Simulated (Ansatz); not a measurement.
Crystal: NiMoIrPdW.

```xyz
5
Lattice="-1.3700 1.3700 9.7165 1.3700 -1.3700 9.7165 1.3700 1.3700 -9.7165" Properties=species:S:1:pos:R:3 pbc="T T T"
Ni    0.0000    0.0000    3.8598
Mo    0.0000    0.0000   11.8389
Pd    0.0000    0.0000   15.4123
Ir    0.0000    0.0000    7.7623
W     0.0000    0.0000   19.3484
```

The cell was built by a generator and needn't be a form met in nature.

| Property | Result |
| --- | --- |
| Program | Ansatz 0.2.0 |
| Task | relaxation of cell and atoms |
| Functional | PBEsol |
| Potentials or basis | Ansatz PAW |
| Cutoff | 420 eV (not typed: the program's choice for these potentials) |
| k mesh | 10 × 10 × 10 |
| Occupations | fermi-dirac, width 0.05 eV |
| Spin | collinear spin, ferromagnetic start |
| Starting moments | [1.0, 1.0, 0.0, 0.6, 0.0] μB |

At the start: volume 14.59 Å³/atom.

Question: How do energy, volume and symmetry change on relaxing?

Answer: It ends after 6 steps and the volume is 14.06 Å³/atom (-3.6 %); space group I4mm (No. 107, to 0.05 Å); moment 0.00 μB per cell.

The path:
| step | energy change (eV) | largest force (eV/Å) | volume (Å³) |
| --- | --- | --- | --- |
| 1 | 0.0000 | 0.1451 | 72.95 |
| 2 | -0.0780 | 0.0811 | 70.68 |
| 3 | -0.0803 | 0.0283 | 70.28 |
| 4 | -0.0803 | 0.0105 | 70.29 |
| 5 | -0.0804 | 0.0007 | 70.29 |
| 6 | -0.0795 | 0.0006 | 70.29 |

Final structure:
```cif
data_structure
_symmetry_space_group_name_H-M 'P 1'
_symmetry_Int_Tables_number 1
_cell_length_a 9.8102
_cell_length_b 9.8102
_cell_length_c 9.8102
_cell_angle_alpha 164.164
_cell_angle_beta 164.164
_cell_angle_gamma 22.468
_cell_volume 70.29
loop_
_atom_site_label
_atom_site_type_symbol
_atom_site_fract_x
_atom_site_fract_y
_atom_site_fract_z
_atom_site_occupancy
Ni1 Ni 0.19905 0.19905 0.00000 1
Mo1 Mo 0.60987 0.60987 0.00000 1
Pd1 Pd 0.79297 0.79297 0.00000 1
Ir1 Ir 0.39838 0.39838 0.00000 1
W1 W 0.99576 0.99576 0.00000 1
```

Caveat: the plane-wave basis is chosen anew once the cell has moved, so the energies of steps on either side of that aren't comparable; the PAW data sets come from PBE, with cores solved anew for the run's functional, which leaves a small shift of forces and pressure; the starting moments weren't kept.
